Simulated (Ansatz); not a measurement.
Born–Oppenheimer molecular dynamics of a periodic cell of 23 atoms, Li4Mn5Sn2O12 (host Li5Mn5Sn2O12, host structure C2, one Li atom removed), cell charge -1. It goes on from the last frame of an earlier run, with new velocities.

The calculation used DFT PBEsol, scalar-relativistic, plane waves, PAW in Ansatz 0.2.0. Settings: accuracy low, cutoff 420 eV, k mesh 2x2x1, fermi-dirac smearing 0.05 eV, spin collinear.

```yaml
ensemble: NVT, Langevin thermostat
time_step: 6 fs
steps_asked: 150
set_temperature: 1560 K
friction: 0.005 /fs
seed: 192939
```

First frame:

```xyz
23
Lattice="2.7086 -4.6622 0.0000 2.7086 4.6622 0.0000 -1.7435 0.0000 10.1125" Properties=species:S:1:pos:R:3
Li 2.214 0.368 7.268
Li 3.607 -1.099 2.249
Li 0.830 0.656 2.511
Li 1.562 -3.926 5.378
Mn 2.775 4.059 -0.319
Mn 0.761 -2.433 2.451
Mn 2.625 -2.317 7.407
Mn 2.663 0.623 -0.153
Mn 1.857 -0.729 4.773
Sn 1.794 2.326 5.062
Sn 2.757 -2.490 0.083
O 0.080 -0.828 3.639
O 3.265 -0.920 6.312
O 2.006 2.184 9.045
O 1.851 2.330 1.093
O 2.590 0.715 3.764
O 0.853 0.907 6.070
O 1.883 -0.837 9.032
O 1.728 -0.621 1.093
O 2.734 -1.992 3.723
O 1.084 -2.293 5.754
O -0.751 0.912 8.740
O 4.608 0.846 1.452
```

Q: What does the run give?

A: The run went to its last step.

```json
{
  "steps done": "150",
  "time covered": "900 fs",
  "mean temperature over the second half": "1408 K",
  "spread of the potential energy over the second half": "34.4 meV per atom",
  "mean potential energy of the second half above the start": "84.5 meV per atom"
}
```

A run of 0.9 ps of so small a system gives no equilibrium averages. No Hubbard correction was used and the magnetic state wasn't searched. Limits of this set-up: coarse k mesh, low accuracy level, charged cell in a uniform background, uncorrected.

Q: What happens to the structure?

A: Mean squared displacements from the first frame to the last, about the centre of mass: Li 0.48 Å², Mn 0.70 Å², Sn 1.60 Å², O 0.31 Å². This is one draw of velocities; another would differ in detail.

Q: How do temperature and energy run in time?

A: 
```tsv
time (fs)	T (K)	potential energy less start (eV)
0.0	1492	0.000
42.0	952	0.707
84.0	1251	0.250
126.0	1074	1.113
168.0	1048	1.317
210.0	1344	0.285
252.0	1233	0.617
294.0	1255	0.932
336.0	912	1.013
378.0	1138	0.497
420.0	1032	1.143
462.0	1434	1.309
504.0	1320	2.203
546.0	1456	2.700
588.0	1404	1.441
630.0	1103	1.923
672.0	1207	1.098
714.0	1146	1.976
756.0	1531	2.495
798.0	1363	2.948
840.0	1567	2.368
882.0	1492	2.060
```

Run time: 27 min on 2 threads of Arm Neoverse V2, with other jobs on the host, peak memory 0.86 GiB.
